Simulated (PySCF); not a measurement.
# Yb(SH)3: forces at shaken geometries

How stiff is Yb(SH)3? Its atoms are displaced at random by several amounts. The structure is generated, not taken from experiment.

Program: PySCF 2.14.0. Level of theory: B3LYP, Yb lcecp-1-SVP with ECP59, S def2-SVP, H def2-SVP; scalar-relativistic core potentials, no spin–orbit coupling. These are calculated values, not measurements.

2 further runs of the same task are left out: 2 for a known fault of the program.

**1. The system as given**

7 atoms, charge 0, spin multiplicity 1.

Bond lengths: Yb1–S2 2.549 Å, Yb1–S4 2.549 Å, Yb1–S6 2.549 Å, S2–H3 1.358 Å, S4–H5 1.358 Å, S6–H7 1.358 Å. Angles: S2–Yb1–S4 120.0°, S2–Yb1–S6 120.0°, S4–Yb1–S6 120.0°, Yb1–S2–H3 93.9°, Yb1–S4–H5 93.9°, Yb1–S6–H7 93.9°.

Geometry (Å):

```mol
H3S3Yb
  3D, bonds by distance, orders not assigned

  7  6  0  0  0  0  0  0  0  0999 V2000
    0.0000    0.0000    0.8594 Yb  0  0
    2.5103   -0.4412    0.8778 S   0  0
    2.8358    0.8769    0.8872 H   0  0
   -0.8730    2.3946    0.8778 S   0  0
   -2.1773    2.0174    0.8872 H   0  0
   -1.6372   -1.9533    0.8778 S   0  0
   -0.6585   -2.8943    0.8872 H   0  0
  1  2  8  0
  1  4  8  0
  1  6  8  0
  2  3  8  0
  4  5  8  0
  6  7  8  0
M  END
```

Formal oxidation states: Yb +3. Each metal's 13 4f electrons lie in its core potential, so multiplicities, spins and levels count the valence alone. An earlier session relaxed this geometry at B3LYP, Yb lcecp-1-SVP with ECP59, S def2-SVP, H def2-SVP (singlet, point group C3).

Its energy there is -1235.640715 Eh.

**2. Atoms moved at random, σ = 0.15 Å**

run.py (the lines that set the calculation)

```python
mol = gto.M(atom='''
Yb    -0.17726    -0.05956     0.89532
S      2.30368    -0.33765     0.76482
H      2.75061     0.73432     0.94200
S     -0.89872     2.24932     0.94099
H     -1.85448     1.98915     0.92710
S     -1.42501    -1.80680     0.94435
H     -0.69882    -2.76877     0.73969''',
    basis={'Yb': 'lcecp-1-SVP', 'S': 'def2-SVP', 'H': 'def2-SVP'},
    ecp={'Yb': 'lcecp-1-SVP'},
    charge=0, spin=0)
mf = dft.RKS(mol, xc='B3LYP')
mf.grids.atom_grid = (50, 194)  # f atoms: unpruned, at least (60, 302)
mf = mf.density_fit()  # fitting sets: Yb AutoAux, S def2-universal-JKFIT, H def2-universal-JKFIT
mf.conv_tol = 1e-08; mf.max_cycle = 55
mf.kernel(dm0)  # dm0: the density of the relaxed state
```

Started as:

```console
$ OMP_NUM_THREADS=2 python run.py
```

**3. Atoms moved at random, σ = 0.1 Å**

run.py (the lines that set the calculation)

```python
mol = gto.M(atom='''
Yb    -0.10123    -0.11172     0.90593
S      2.48173    -0.45429     0.85447
H      2.70412     0.92264     0.73915
S     -0.86858     2.34687     0.97351
H     -1.96251     1.83561     0.98109
S     -1.67360    -1.79482     0.81746
H     -0.57994    -2.74430     0.88267''',
    basis={'Yb': 'lcecp-1-SVP', 'S': 'def2-SVP', 'H': 'def2-SVP'},
    ecp={'Yb': 'lcecp-1-SVP'},
    charge=0, spin=0)
mf = dft.RKS(mol, xc='B3LYP')
mf.grids.atom_grid = (50, 194)  # f atoms: unpruned, at least (60, 302)
mf = mf.density_fit()  # fitting sets: Yb AutoAux, S def2-universal-JKFIT, H def2-universal-JKFIT
mf.conv_tol = 1e-08; mf.max_cycle = 55
mf.kernel(dm0)  # dm0: the density of the relaxed state
```

**4. Atoms moved at random, σ = 0.03 Å**

run.py (the lines that set the calculation)

```python
mol = gto.M(atom='''
Yb     0.01345     0.00523     0.87950
S      2.51282    -0.41255     0.87944
H      2.82551     0.91161     0.90335
S     -0.85535     2.35608     0.88053
H     -2.18118     1.98306     0.91879
S     -1.68050    -1.94619     0.81966
H     -0.63475    -2.89723     0.87300''',
    basis={'Yb': 'lcecp-1-SVP', 'S': 'def2-SVP', 'H': 'def2-SVP'},
    ecp={'Yb': 'lcecp-1-SVP'},
    charge=0, spin=0)
mf = dft.RKS(mol, xc='B3LYP')
mf.grids.atom_grid = (50, 194)  # f atoms: unpruned, at least (60, 302)
mf = mf.density_fit()  # fitting sets: Yb AutoAux, S def2-universal-JKFIT, H def2-universal-JKFIT
mf.conv_tol = 1e-08; mf.max_cycle = 55
mf.kernel(dm0)  # dm0: the density of the relaxed state
```

Q: Predict the outcome of this session. Wanted: for each run, σ; energy rise; harmonic estimate −½ F·u; largest force component.

**Answer**, as computed:

| σ (Å) | energy rise (eV) | harmonic estimate −½ F·u (eV) | largest force component (eV/Å) |
| --- | --- | --- | --- |
| 0.15 | 5.878 | 7.508 | 25.35 |
| 0.1 | 0.970 | 1.032 | 5.34 |
| 0.03 | 0.059 | 0.058 | 1.14 |

Every displacement raises the energy. For a harmonic well the rise equals −½ F·u; the two differ by at most 28 % here (a move with σ = 0.15 Å), from anharmonicity, the grid and the small forces left at the relaxed point. These are double-zeta-type bases without diffuse functions. Spin–orbit coupling is left out.
